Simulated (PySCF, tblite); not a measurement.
**C4H9F3Si: geometry, infrared bands and NMR shifts**

Aim: predict the infrared bands and NMR shifts of C4H9F3Si (`FC(F)C[C@H](F)C[SiH3]`).

The runs use tblite 0.8.0 and PySCF 2.14.0, with density-fitted response routines of our own; the level of theory stands in each step. All values are computed, except where a source is named. Atoms are numbered from 0 throughout.

## Step 1: The molecule as given

17 atoms, charge 0, multiplicity 1; geometry from: force field or distance geometry start.

Bonds of the start (Å): F0–C1 1.34, C1–F2 1.35, C1–C3 1.52, C3–C4 1.52, C4–F5 1.36, C4–C6 1.53, C6–Si7 1.87, C1–H8 1.11, C3–H9 1.10, C3–H10 1.08, C4–H11 1.10, C6–H12 1.09, C6–H13 1.10, Si7–H14 1.48, Si7–H15 1.48, Si7–H16 1.48.

## Step 2: Relaxing the molecule with GFN2-xTB

The job: settings as JSON, then the geometry in Å.

```
{"job": {"kind": "relax", "xc": "GFN2-xTB", "basis": "xTB"}, "charge": 0, "multiplicity": 1}
F     -3.670800     0.521200     0.085100
C     -2.577600    -0.252800    -0.012200
F     -2.520600    -0.720400    -1.275500
C     -1.350700     0.596000     0.260700
C     -0.094800    -0.265900     0.195600
F     -0.190100    -1.218100     1.157200
C      1.164000     0.566200     0.443800
Si     2.772600    -0.353800     0.192400
H     -2.676200    -1.106500     0.683000
H     -1.449300     1.040300     1.266900
H     -1.305500     1.402200    -0.462900
H     -0.043700    -0.782100    -0.776500
H      1.162600     1.439900    -0.202000
H      1.151800     0.931600     1.476800
H      3.906900     0.572700     0.403300
H      2.823200    -0.865000    -1.193600
H      2.891000    -1.493500     1.134600
```

The run is started by

```sh
$ OMP_NUM_THREADS=1 python probes_run.py task.json out
```

One launch serves the whole session: the jobs run in the order shown.

**Question.** This job is followed by: GFN2-xTB harmonic vibrations, gas phase; GIAO PBE0/pcSseg-1 NMR shielding, non-relativistic, gas phase. What will the session give for the following? strongest single infrared mode (GFN2-xTB); zero-point energy (GFN2-xTB); ¹³C shifts against TMS (PBE0/pcSseg-1); ¹H shifts against TMS (PBE0/pcSseg-1, means over atoms taken as alike); ¹⁹F shifts against CFCl3 (PBE0/pcSseg-1); ²⁹Si shifts against TMS (PBE0/pcSseg-1).

The runs gave:

```
                                                              quantity                                         value
                             strongest single infrared mode (GFN2-xTB)                          788 cm⁻¹, 409 km/mol
                                          zero-point energy (GFN2-xTB)                                 75.5 kcal/mol
                                ¹³C shifts against TMS (PBE0/pcSseg-1)                   121.5, 91.4, 49.4, 20.2 ppm
¹H shifts against TMS (PBE0/pcSseg-1, means over atoms taken as alike)  6.42, 4.84, 3.99, 2.11, 1.93, 1.22, 0.78 ppm
                              ¹⁹F shifts against CFCl3 (PBE0/pcSseg-1)                    -140.3, -143.3, -211.0 ppm
                               ²⁹Si shifts against TMS (PBE0/pcSseg-1)                                     -75.3 ppm
```

What this shows: The optimisation took 72 steps and gained 0.092 eV; among the close pairs (by a distance rule), C6–Si7 changed most, from 1.870 to 1.912 Å. All 45 modes are real, so the xTB geometry is a minimum. The strongest single mode, at 788 cm⁻¹, moves mainly H14, H15 and H16. GFN2-xTB is a fitted tight-binding method: band positions and strengths are rough. Its intensities can rank the bands wrongly. The most deshielded hydrogen is H8 (hydrogen on an sp3 CH bonded to 2 F), at 6.42 ppm: its carbon carries F, hence the downfield position. At PBE0/pcSseg-1: The widest tensor belongs to F0: span 197 ppm, with a paramagnetic part of -156 ppm.
